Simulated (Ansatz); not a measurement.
# F2H2NSi: the cost of one run

The runs use Ansatz 0.2.0, Gaussian basis; the settings change from run to run.

### Step 1. The molecule

The geometry comes from an earlier relaxation with PBE0-D4 in a triple-zeta def2 set; it is a stationary point.

SMILES `N[Si](F)F`, 6 atoms, charge 0, spin multiplicity 2.

Atoms are counted from 1 here; the program's logs count them from 0.

Bond lengths: N1–Si2 1.704 Å, N1–H5 1.009 Å, N1–H6 1.009 Å, Si2–F3 1.594 Å, Si2–F4 1.594 Å. Angles: Si2–N1–H5 119.3°, Si2–N1–H6 119.3°, H5–N1–H6 111.4°, N1–Si2–F3 107.1°, N1–Si2–F4 107.1°, F3–Si2–F4 109.0°.

### Step 2. r2SCAN0/def2-TZVP

Set apart from the defaults: charge +1, multiplicity 1, finite nuclei, a point charge of 1.00 e beside it, D3(BJ) with three-body dispersion, relativity set to scalar, high accuracy.

in.yaml reads:

```yaml
crystal:
  periodic: [false, false, false]
  atoms:
    - {symbol: N, position_ang: [-0.241474, 0.811785, 0.051220]}
    - {symbol: Si, position_ang: [0.171781, -0.779480, -0.396101]}
    - {symbol: F, position_ang: [1.703833, -0.992473, -0.011374]}
    - {symbol: F, position_ang: [-0.725882, -1.761867, 0.481215]}
    - {symbol: H, position_ang: [-1.213010, 1.081964, 0.072698]}
    - {symbol: H, position_ang: [0.346851, 1.576072, -0.243858]}
basis:
  gaussian: {orbitals: def2-TZVP, nuclear_model: gaussian, point_charges: [{charge: 1.00, position_ang: [6.373, 0.914, -0.635]}]}
total_charge: 1
hamiltonian: {xc: {name: r2SCAN0}, dispersion: d3bjatm, pseudopotentials: {relativity: scalar}}
accuracy: high
output: {forces: true}
```

Launch:

```console
ansatz run in.yaml --threads 2 --pin off --events-out ev --progress --plain --max-ram 22528MiB --backend cpu
```

What time and memory should one allow on 2 threads of AMD EPYC 7R13, shared host?

About 9.5 s, with a peak of 0.62 GiB.
